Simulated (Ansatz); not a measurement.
**Sb2Au (Fm-3m): equation of state with a fit, by script**

Where is the equilibrium volume of Sb2Au (Fm-3m), and how stiff is it? Aim: an equation of state with a fit, for Sb2Au (Fm-3m), run from a script.

All numbers are computed with the Python package of Ansatz 0.2.0. Level of theory: DFT LDA, plane waves, PAW.

## Step 1: The structure

Symmetry: Fm-3m, No. 225, cubic system. Conventional cell: a = 6.656 Å, b = 6.656 Å, c = 6.656 Å, α = 90.00°, β = 90.00°, γ = 90.00°. Sb (site symmetry -43m) is surrounded by 4 Au at 2.88 Å. Au (site symmetry m-3m) has 8 Sb at 2.88 Å as nearest neighbours.

No structure file is read: the coordinates are typed or built in the script.

## Step 2: Script

Input file eos_sb2au.py:

```python
'''Energy against volume for Sb2Au, with a fit.'''

import ansatz as az
from ase.eos import EquationOfState
from ase.units import GPa
import numpy as np

vectors0 = np.array([
    [0.0, 3.328, 3.328],
    [3.328, 0.0, 3.328],
    [3.328, 3.328, 0.0],
])
sites = [
    ('Sb', (0.25, 0.25, 0.25)),
    ('Sb', (0.75, 0.75, 0.75)),
    ('Au', (0.0, 0.0, 0.0)),
]


def build(cell):
    crystal = az.Crystal(lattice=az.Lattice.of(cell))
    for symbol, position in sites:
        crystal = crystal.atom(symbol, position)
    return crystal

# scale the volume, keep shape and fractions
volumes, energies, pressures = [], [], []
for scale in np.linspace(0.92, 1.08, 7):
    cell = vectors0 * scale ** (1 / 3)
    model = (
        build(cell).calculation()
        .functional('lda')
        .basis(470, density_ratio=6)
        .occupations('cold', width=300 * az.meV)
        .scf(extra_bands=16)
        .kpoints(6, 6, 6)
        .stress()
    )
    summary = model.run().report
    volumes.append(abs(np.linalg.det(cell)) / len(sites))
    energies.append(summary['free_energy_ev'] / len(sites))
    pressures.append(np.trace(summary['stress_gpa']) / 3)
    print(f'V = {volumes[-1]:8.4f} A^3/atom  F = {energies[-1]:.5f} eV/atom  P = {pressures[-1]:8.3f} GPa')

eos = EquationOfState(volumes, energies, eos='murnaghan')
v0, e0, bulk = eos.fit()
print(f'V0 = {v0:.4f} A^3/atom, E0 = {e0:.5f} eV/atom, B = {bulk / GPa:.1f} GPa')
eos.plot('eos.png')
```

## Step 3: What the engine is handed

The package turns the script's settings into the engine's input (first run):

```yaml
crystal:
  lattice:
    - [0.0, 3.2367756136563526, 3.2367756136563526]
    - [3.2367756136563526, 0.0, 3.2367756136563526]
    - [3.2367756136563526, 3.2367756136563526, 0.0]
  atoms:
    - { symbol: Sb, position: [0.25, 0.25, 0.25] }
    - { symbol: Sb, position: [0.75, 0.75, 0.75] }
    - { symbol: Au, position: [0.0, 0.0, 0.0] }
basis:
  ecutwfc: 470.0
  ecutrho_ratio: 6
kpoints:
  mp_grid:
    grid: [6, 6, 6]
hamiltonian:
  xc: lda
scf:
  n_extra_bands: 16
  occupations:
    method: cold
    width: 0.3
output:
  stress: true
```

## Step 4: Running it

Run with:

```
> python eos_sb2au.py
```

**Question.** Estimate the equilibrium volume and the bulk modulus.

**Answer**, as computed:

| quantity | value |
| --- | --- |
| runs compared | 7 |
| range of energy | 103.09 meV/atom |
| lowest point, volume (Å³/atom) | 25.228 |
| equilibrium volume (fit) | 25.36 Å³/atom |
| bulk modulus (fit) | 89 GPa |

**Reading.** A third-order Birch-Murnaghan fit through the 7 points (the script's own form differs a little) has its minimum at 25.36 Å³ an atom, 3.2 % above the typed cell, with a bulk modulus of 89 GPa and dB/dP = 4.8. From that minimum the energy rises by 103.3 meV an atom on the compressed side and 14.0 meV on the expanded side. Reading the output:
- The mesh is modest for a metal, so energies can be off by several to tens of meV an atom and pressures by half a GPa or more; differences at equal mesh fare better.
- Pressure is positive in compression.
- Spin-orbit coupling, which matters for elements this heavy, is left out.
